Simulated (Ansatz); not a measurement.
# Li2Pd: relaxed, then solved by several methods

What cell, bands and charges does Li2Pd (fluorite type) have, and do the methods agree? The runs shown use PAW and LAPW. Its runs: cell and atoms relaxed (PAW and LAPW); the reference run (LAPW and PAW).

Method: DFT LDA, with the methods named in each step, in Ansatz 0.2.0.

### Step 1. The system as given

It takes space group Fm-3m (No. 225, cubic). The conventional cell has a = 5.919 Å, b = 5.919 Å, c = 5.919 Å, α = 90.00°, β = 90.00°, γ = 90.00°. Around Pd (site symmetry m-3m) lie 8 Li at 2.56 Å. Li (site symmetry -43m) is surrounded by 4 Pd at 2.56 Å.

Coordinates:

```cif
data_structure
_symmetry_space_group_name_H-M 'Fm-3m'
_symmetry_Int_Tables_number 225
_cell_length_a 5.9193
_cell_length_b 5.9193
_cell_length_c 5.9193
_cell_angle_alpha 90.000
_cell_angle_beta 90.000
_cell_angle_gamma 90.000
_cell_volume 207.40
loop_
_atom_site_label
_atom_site_type_symbol
_atom_site_symmetry_multiplicity
_atom_site_Wyckoff_symbol
_atom_site_fract_x
_atom_site_fract_y
_atom_site_fract_z
_atom_site_occupancy
Pd1 Pd 4 a 0.00000 0.00000 0.00000 1
Li1 Li 8 c 0.25000 0.75000 0.75000 1
```

The file gives the conventional cell by its symmetry; the runs use the cell typed in the input.

An invented auride-like structure; its stability wasn't tested.

Atoms are numbered in the order of the input: Pd1, Li2, Li3.

### Step 2. Cell and atoms relaxed, PAW

Input file input.yaml:

```yaml
crystal:
  lattice:
    - [0.0, 2.9596679838, 2.9596679838]
    - [2.9596679838, 0.0, 2.9596679838]
    - [2.9596679838, 2.9596679838, 0.0]
  atoms:
    - { symbol: Pd, position: [0.0, 0.0, 0.0] }
    - { symbol: Li, position: [0.25, 0.25, 0.25] }
    - { symbol: Li, position: [0.75, 0.75, 0.75] }
kpoints:
  mp_grid: { grid: [11, 11, 11] }
scf:
  occupations: { method: fermi_dirac, width: 0.05 }
hamiltonian:
  xc: lda
  pseudopotentials: { kind: paw }
output:
  forces: true
  stress: true
relax:
  f_tol: 0.005
  max_steps: 50
  cell: {}
```

Started as:

```console
$ ansatz run input.yaml --threads 1 --pin off --max-ram 3072MiB --backend cpu --events-out ev --progress --plain --runs-dir out
```

Log:

```text
Engine: ansatz 0.2.0
Pseudopotentials: kind: paw
Pseudopotential: Pd, paw, valence charge 18, recommended cutoff 420 eV (normal)
Pseudopotential: Li, paw, valence charge 3, recommended cutoff 420 eV (normal)
Functional definition: SPW92
  exchange = slater_x
  correlation = pw_c
Crystal: 3 atoms, lattice volume = 51.851 Å³
Basis set: ecut = 420 eV, 965 PW (Γ)
Bands: 16, of which v1, the nominal top of the filled ones, is band 12 counted from 1 (11 counted from 0)
Symmetry: 48 space group operations
Space group: Fm-3m (ITA 225), of the structure as read, at distance tolerance 3.7e-5 Å
k-points: 56 of 1331
Non-local potential: Pd, projectors of the file, l = 0: 2, l = 1: 2, l = 2: 2, l = 3: 1
Non-local potential: Li, projectors of the file, l = 0: 3, l = 1: 2, l = 2: 1
PAW form: soft (Blöchl's): semilocal exchange-correlation on the pseudo side does not see the compensation charge
PAW frozen core: Pd, regenerated for the run's functional, and the local potential with it (the file was generated under x = pbe(κ = 0.804, μ = 0.2195149727645171), c = pbe(β = 0.06672455060314922))
PAW one-centre angular grid: Pd, 590 points (default); XC on 64 Gauss nodes
PAW one-centre angular grid: Li, 110 points (default); XC on 64 Gauss nodes
Initial density: superposition of atomic densities (neutral atoms: chi_scale 0, normalization atom), corrected by the library's trained network
Initial wavefunctions: pseudopotential atomic-orbital guess
Functional: x = slater, c = lda
SCF iter   1: F=—  HF=-7247.988075 eV  |F-HF|=—  |Δ(HF+E_count)|=         —  Δρ=6.32e-3  dr2=1.08e-2  ethr=1.77e-3  ⟨swp⟩=5.1  Hψ=4029  notcnv=0
preconditioner: auto → none  [insulator: Δε(μ)=0.151 eV  Ē_g=6.267 eV  σ=0.050 eV  W_gap=0.60  n_scr=14 (ndim 8)  ℏωp=17.9 eV  f_vac=0.001  D(μ)=0.40/eV (n_scr^D=0)  ε∞_Penn≈9.1]
SCF iter   2: F=—  HF=-7247.977526 eV  |F-HF|=—  |Δ(HF+E_count)|=   1.05e-2  Δρ=2.81e-3  dr2=2.31e-3  ethr=4.49e-5  ⟨swp⟩=2.0  Hψ=1925  notcnv=0
SCF iter   3: F=—  HF=-7247.975596 eV  |F-HF|=—  |Δ(HF+E_count)|=   1.93e-3  Δρ=3.23e-4  dr2=4.63e-5  ethr=9.61e-6  ⟨swp⟩=2.0  Hψ=1285  notcnv=0
SCF iter   4: F=—  HF=-7247.975585 eV  |F-HF|=—  |Δ(HF+E_count)|=   1.08e-5  Δρ=8.85e-5  dr2=3.18e-6  ethr=1.93e-7  ⟨swp⟩=2.1  Hψ=1257  notcnv=0
SCF iter   5: F=—  HF=-7247.975584 eV  |F-HF|=—  |Δ(HF+E_count)|=   4.29e-7  Δρ=2.56e-5  dr2=2.62e-7  ethr=1.33e-8  ⟨swp⟩=2.0  Hψ=1391  notcnv=0
SCF iter   6: F=-7247.975584 eV  HF=-7247.975584 eV  |F-HF|=1.90e-9  |Δ(HF+E_count)|=   4.22e-8  Δρ=3.25e-6  dr2=3.36e-9  ethr=4.17e-10  ⟨swp⟩=4.0  Hψ=2767  notcnv=0
SCF 1 converged in 6 iterations: F = -7247.975584 eV  dr2 = 3.36e-9
relax step   1: F+E_penalty+E_count = -7247.97558445 eV  Δ(F+E_penalty+E_count) = +0.000e0 eV  max|allowed force component| = 7.710e-18 eV/Å  Δτ_max = 0.0000 Å  P = -1.974 GPa  Ω = 51.851 Å³  (6 SCF iters, dr2 threshold 1.00e-7 eV, accepted)
Crystal: 3 atoms, lattice volume = 49.530 Å³
Basis set: ecut = 420 eV, 941 PW (Γ)
Initial density: handed on by an earlier stage of this run
Initial wavefunctions: those handed on with the density
iter 1 solved again at ethr=1.22e-4 eV; its pass at ethr=3.10e-3 eV (dr2=2.93e-2 eV) is discarded
SCF iter   1: F=—  HF=-7248.001127 eV  |F-HF|=—  |Δ(HF+E_count)|=         —  Δρ=5.78e-3  dr2=2.98e-2  ethr=1.22e-4  ⟨swp⟩=1.0  Hψ=5289  notcnv=0
preconditioner: auto → Kerker (q_TF=auto, 2.418 Å⁻¹)  [metal: Δε(μ)=0.106 eV  Ē_g=6.364 eV  σ=0.050 eV  W_gap=0.47  n_scr=14 (ndim 8)  ℏωp=18.3 eV  f_vac=0.003  D(μ)=0.41/eV (n_scr^D=0)]
SCF iter   2: F=—  HF=-7247.995431 eV  |F-HF|=—  |Δ(HF+E_count)|=   5.70e-3  Δρ=2.68e-3  dr2=1.88e-3  ethr=1.22e-4  ⟨swp⟩=2.0  Hψ=1399  notcnv=0
preconditioner: auto → none  [insulator: Δε(μ)=0.121 eV  Ē_g=6.441 eV  σ=0.050 eV  W_gap=0.51  n_scr=14 (ndim 8)  ℏωp=18.3 eV  f_vac=0.005  D(μ)=0.40/eV (n_scr^D=0)  ε∞_Penn≈9.1]
SCF iter   3: F=—  HF=-7247.994789 eV  |F-HF|=—  |Δ(HF+E_count)|=   6.42e-4  Δρ=8.08e-4  dr2=3.95e-4  ethr=7.82e-6  ⟨swp⟩=2.6  Hψ=1526  notcnv=0
SCF iter   4: F=—  HF=-7247.994688 eV  |F-HF|=—  |Δ(HF+E_count)|=   1.00e-4  Δρ=6.13e-5  dr2=1.70e-6  ethr=1.64e-6  ⟨swp⟩=2.4  Hψ=1364  notcnv=0
SCF iter   5: F=—  HF=-7247.994688 eV  |F-HF|=—  |Δ(HF+E_count)|=   4.20e-7  Δρ=1.38e-5  dr2=1.13e-7  ethr=7.09e-9  ⟨swp⟩=1.9  Hψ=1244  notcnv=0
SCF iter   6: F=-7247.994688 eV  HF=-7247.994688 eV  |F-HF|=8.28e-11  |Δ(HF+E_count)|=   2.11e-8  Δρ=4.91e-7  dr2=1.06e-10  ethr=4.70e-10  ⟨swp⟩=2.6  Hψ=2931  notcnv=0
SCF 2 converged in 6 iterations: F = -7247.994688 eV  dr2 = 1.06e-10
relax step   2: F+E_penalty+E_count = -7247.99468783 eV  Δ(F+E_penalty+E_count) = -1.910e-2 eV  max|allowed force component| = 4.009e-17 eV/Å  Δτ_max = 0.0000 Å  P = -0.589 GPa  Ω = 49.530 Å³  energy of the carried Pulay correction = +1.400e-4 eV  (6 SCF iters, dr2 threshold 3.00e-7 eV, accepted)
Crystal: 3 atoms, lattice volume = 48.604 Å³
iter 1 solved again at ethr=2.10e-5 eV; its pass at ethr=3.10e-3 eV (dr2=5.03e-3 eV) is discarded
SCF iter   1: F=—  HF=-7247.997365 eV  |F-HF|=—  |Δ(HF+E_count)|=         —  Δρ=2.36e-3  dr2=4.84e-3  ethr=2.10e-5  ⟨swp⟩=1.0  Hψ=5262  notcnv=0
preconditioner: auto → Kerker (q_TF=auto, 2.426 Å⁻¹)  [metal: Δε(μ)=0.108 eV  Ē_g=6.502 eV  σ=0.050 eV  W_gap=0.47  n_scr=14 (ndim 8)  ℏωp=18.5 eV  f_vac=0.003  D(μ)=0.40/eV (n_scr^D=0)]
SCF iter   2: F=—  HF=-7247.996422 eV  |F-HF|=—  |Δ(HF+E_count)|=   9.42e-4  Δρ=1.09e-3  dr2=3.12e-4  ethr=2.02e-5  ⟨swp⟩=2.0  Hψ=1143  notcnv=0
SCF iter   3: F=—  HF=-7247.996341 eV  |F-HF|=—  |Δ(HF+E_count)|=   8.12e-5  Δρ=4.92e-4  dr2=1.24e-4  ethr=1.30e-6  ⟨swp⟩=2.0  Hψ=1541  notcnv=0
SCF iter   4: F=—  HF=-7247.996298 eV  |F-HF|=—  |Δ(HF+E_count)|=   4.34e-5  Δρ=7.79e-5  dr2=2.24e-6  ethr=5.18e-7  ⟨swp⟩=2.8  Hψ=1553  notcnv=0
SCF iter   5: F=-7247.996298 eV  HF=-7247.996298 eV  |F-HF|=1.09e-8  |Δ(HF+E_count)|=   2.64e-7  Δρ=1.53e-5  dr2=1.08e-7  ethr=1.25e-9  ⟨swp⟩=4.0  Hψ=2738  notcnv=0
SCF 3 converged in 5 iterations: F = -7247.996298 eV  dr2 = 1.08e-7
relax step   3: F+E_penalty+E_count = -7247.99629760 eV  Δ(F+E_penalty+E_count) = -1.610e-3 eV  max|allowed force component| = 6.322e-17 eV/Å  Δτ_max = 0.0000 Å  P = +0.063 GPa  Ω = 48.604 Å³  energy of the carried Pulay correction = +1.977e-4 eV  (5 SCF iters, dr2 threshold 3.00e-7 eV, accepted)
Crystal: 3 atoms, lattice volume = 48.692 Å³
iter 1 solved again at ethr=1.29e-7 eV; its pass at ethr=3.10e-3 eV (dr2=3.09e-5 eV) is discarded
SCF iter   1: F=—  HF=-7247.996318 eV  |F-HF|=—  |Δ(HF+E_count)|=         —  Δρ=2.24e-4  dr2=4.26e-5  ethr=1.29e-7  ⟨swp⟩=2.3  Hψ=4980  notcnv=0
preconditioner: auto → none  [insulator: Δε(μ)=0.118 eV  Ē_g=6.532 eV  σ=0.050 eV  W_gap=0.50  n_scr=14 (ndim 8)  ℏωp=18.4 eV  f_vac=0.005  D(μ)=0.39/eV (n_scr^D=0)  ε∞_Penn≈9.0]
SCF iter   2: F=—  HF=-7247.996313 eV  |F-HF|=—  |Δ(HF+E_count)|=   5.16e-6  Δρ=6.93e-5  dr2=2.00e-6  ethr=1.29e-7  ⟨swp⟩=2.0  Hψ=1150  notcnv=0
SCF iter   3: F=—  HF=-7247.996309 eV  |F-HF|=—  |Δ(HF+E_count)|=   3.78e-6  Δρ=1.83e-5  dr2=2.52e-7  ethr=8.32e-9  ⟨swp⟩=2.0  Hψ=1569  notcnv=0
iter 4 did not close the SCF: its close was put off for the readings that it lacked (scf_convergence_deferred on its scf_iter line)
SCF iter   4: F=-7247.996309 eV  HF=-7247.996309 eV  |F-HF|=1.04e-10  |Δ(HF+E_count)|=   6.01e-8  Δρ=1.57e-6  dr2=7.70e-10  ethr=1.05e-9  ⟨swp⟩=2.1  Hψ=1107  notcnv=0
iter 5 did not close the SCF: its close was put off for the readings that it lacked (scf_convergence_deferred on its scf_iter line)
SCF iter   5: F=-7247.996309 eV  HF=-7247.996309 eV  |F-HF|=1.46e-11  |Δ(HF+E_count)|=  2.88e-10  Δρ=1.81e-7  dr2=1.47e-11  ethr=3.21e-12  ⟨swp⟩=2.6  Hψ=1485  notcnv=0
SCF iter   6: F=-7247.996309 eV  HF=-7247.996309 eV  |F-HF|=1.82e-12  |Δ(HF+E_count)|=  3.64e-12  Δρ=2.48e-8  dr2=8.58e-14  ethr=1.00e-12  ⟨swp⟩=1.1  Hψ=2025  notcnv=0
SCF 4 converged in 6 iterations: F = -7247.996309 eV  dr2 = 8.58e-14
relax step   4: F+E_penalty+E_count = -7247.99630874 eV  Δ(F+E_penalty+E_count) = -1.114e-5 eV  max|allowed force component| = 5.937e-17 eV/Å  Δτ_max = 0.0000 Å  P = -0.002 GPa  Ω = 48.692 Å³  energy of the carried Pulay correction = +1.922e-4 eV  (6 SCF iters, dr2 threshold 9.87e-9 eV, accepted)
Initial wavefunctions: pseudopotential atomic-orbital guess (no wavefunctions were taken with the density)
iter 1 solved again at ethr=2.90e-8 eV; its pass at ethr=3.10e-3 eV (dr2=6.96e-6 eV) is discarded
SCF iter   1: F=—  HF=-7247.996065 eV  |F-HF|=—  |Δ(HF+E_count)|=         —  Δρ=3.92e-5  dr2=1.16e-7  ethr=2.90e-8  ⟨swp⟩=3.0  Hψ=6401  notcnv=0
preconditioner: auto → Kerker (q_TF=auto, 2.425 Å⁻¹)  [metal: Δε(μ)=0.117 eV  Ē_g=6.529 eV  σ=0.050 eV  W_gap=0.50  n_scr=14 (ndim 8)  ℏωp=18.4 eV  f_vac=0.005  D(μ)=0.39/eV (n_scr^D=0)]
SCF iter   2: F=—  HF=-7247.996065 eV  |F-HF|=—  |Δ(HF+E_count)|=   1.09e-7  Δρ=2.02e-5  dr2=4.83e-8  ethr=4.83e-10  ⟨swp⟩=2.0  Hψ=1487  notcnv=0
SCF iter   3: F=—  HF=-7247.996065 eV  |F-HF|=—  |Δ(HF+E_count)|=   1.73e-8  Δρ=6.64e-6  dr2=1.38e-8  ethr=2.01e-10  ⟨swp⟩=2.0  Hψ=1162  notcnv=0
SCF iter   4: F=—  HF=-7247.996065 eV  |F-HF|=—  |Δ(HF+E_count)|=   1.80e-9  Δρ=1.07e-6  dr2=1.71e-10  ethr=5.74e-11  ⟨swp⟩=2.3  Hψ=1357  notcnv=0
SCF iter   5: F=-7247.996065 eV  HF=-7247.996065 eV  |F-HF|=9.09e-13  |Δ(HF+E_count)|=  3.91e-11  Δρ=1.15e-7  dr2=7.24e-12  ethr=1.00e-12  ⟨swp⟩=5.2  Hψ=3485  notcnv=0
SCF 5 converged in 5 iterations: F = -7247.996065 eV  dr2 = 7.24e-12
relax step   5: F+E_penalty+E_count = -7247.99606500 eV  Δ(F+E_penalty+E_count) = +2.437e-4 eV  max|allowed force component| = 5.551e-17 eV/Å  Δτ_max = 0.0000 Å  P = +0.004 GPa  Ω = 48.692 Å³  stress off target by 4.44e-3 GPa  SCF on the basis re-selected at this cell (its energy is not comparable with the rows above)  (5 SCF iters)
basis re-selected at this cell: Δ(F+E_penalty+E_count) = +2.437e-4 eV, ΔP = +0.006 GPa vs the last step (what re-selecting the basis moved, of the pressure what is left beyond the Pulay correction that the steps carried, after the strain that the cell walked since its last selection, with what the two solves' SCF thresholds leave and, on support functions, any second-order correction that the steps lacked; it is no measure of the basis error at this ecutwfc). This SCF's stress stands 4.44e-3 GPa from its target on what of the cell is left free (relax.cell.stress_tol is 5.00e-2 GPa) and its largest allowed force component is 5.55e-17 eV/Å (relax.f_tol is 5.00e-3 eV/Å): within both
SCF converged after 5 iterations
Free energy (F): -7247.996065 eV
Harris-Foulkes:  -7247.996065 eV  (|F-HF|=9.09e-13)
Internal energy: -7247.992489 eV  (E = F + TS)
E sigma→0 (E₀):  -7247.994277 eV
Entropy (-TS):   -0.003576 eV (-1.192 meV/atom)
Fermi energy:    5.924629 eV
--- Per-component energies (eV) ---
  E_band       = -514.085981
  E_kinetic    = 564.683982
  E_local      = -3227.610306  (includes V_loc(G=0)·N_el)
  E_nonlocal   = 157.751349
  E_hartree    = 1294.631397
  E_xc         = -188.805526
  E_vxc        = -238.860273  (∫ρ·V_xc dr)
  E_paw        = -3662.202381  (= ΣΔE_a)
  E_vpaw       = -359.313759  (= ΣTr[D̂ρ^β])
  E_aug_tail   = 0.000202  (compensation charges beyond the density's cutoff)
  E_ewald      = -2187.121941
  E_core_change = 0.680734  (= ΣΔE_core)
  E_smearing   = -0.003576  (= −TS)
  E_closure    = 0.000000  (closes the sum)
  Σ components = -7247.996065   (vs F -7247.996065, Δ=0.00e0)
--- Forces (eV/Å), atoms counted from 1 ---
  atom   1  Pd     0.00000000    -0.00000000     0.00000000
  atom   2  Li    -0.00000000    -0.00000000    -0.00000000
  atom   3  Li     0.00000000     0.00000000     0.00000000
  max |Σ_I F_I| component: 1.62e-17 eV/Å
--- Stress (GPa, compression-positive) ---
        0.004445       0.000000      -0.000000
        0.000000       0.004445       0.000000
        0.000000       0.000000       0.004445
  P = ⅓ Tr σ = 0.0044 GPa (0.044 kbar)
--- Relaxed structure (4 steps of the walk, 4 accepted, 1 SCFs on fresh bases) ---
  F+E_penalty+E_count = -7247.99606500 eV   max|allowed force component| = 5.551e-17 eV/Å   (the final SCF, on the basis selected at the relaxed cell)
  cell:  # Å, volume = 48.6921 Å³
    - [7.133520846053826e-34, 2.8982957483833545, 2.8982957483833545]
    - [2.8982957483833545, 5.350140634540371e-34, 2.8982957483833545]
    - [2.8982957483833545, 2.8982957483833545, 7.643058049343388e-35]
  atoms:
    - { symbol: Pd, position: [-3.3095466721762754e-34, 3.9580122088989865e-34, 2.472416075117863e-34] }
    - { symbol: Li, position: [0.25, 0.25, 0.25] }
    - { symbol: Li, position: [0.7500000000000002, 0.7500000000000002, 0.7500000000000002] }
```

Run time: 8 s. Hardware: 1 thread of Arm Neoverse V2, shared host; peak memory 0.33 GiB.

The steps of the relaxation:

```tsv
step	energy from step 1 (eV/cell)	largest force component (eV/Å)	pressure (GPa)	volume (Å³)
1	0.0000	0.0000	-1.97	51.85
2	-0.0191	0.0000	-0.59	49.53
3	-0.0207	0.0000	0.06	48.60
4	-0.0207	0.0000	0.00	48.69
5	-0.0205	0.0000	0.00	48.69
```

Step 1 is the start. Step 5 repeats the geometry before on a plane-wave basis chosen anew for that cell, so the energy can jump there without any move; the table keeps such jumps.

| input's cell | before | after | change |
| --- | --- | --- | --- |
| a (Å) | 4.186 | 4.099 | -2.1 % |
| b (Å) | 4.186 | 4.099 | -2.1 % |
| c (Å) | 4.186 | 4.099 | -2.1 % |
| volume (Å³/atom) | 17.28 | 16.23 | -6.1 % |

(Part 1 of 2 ends here.)
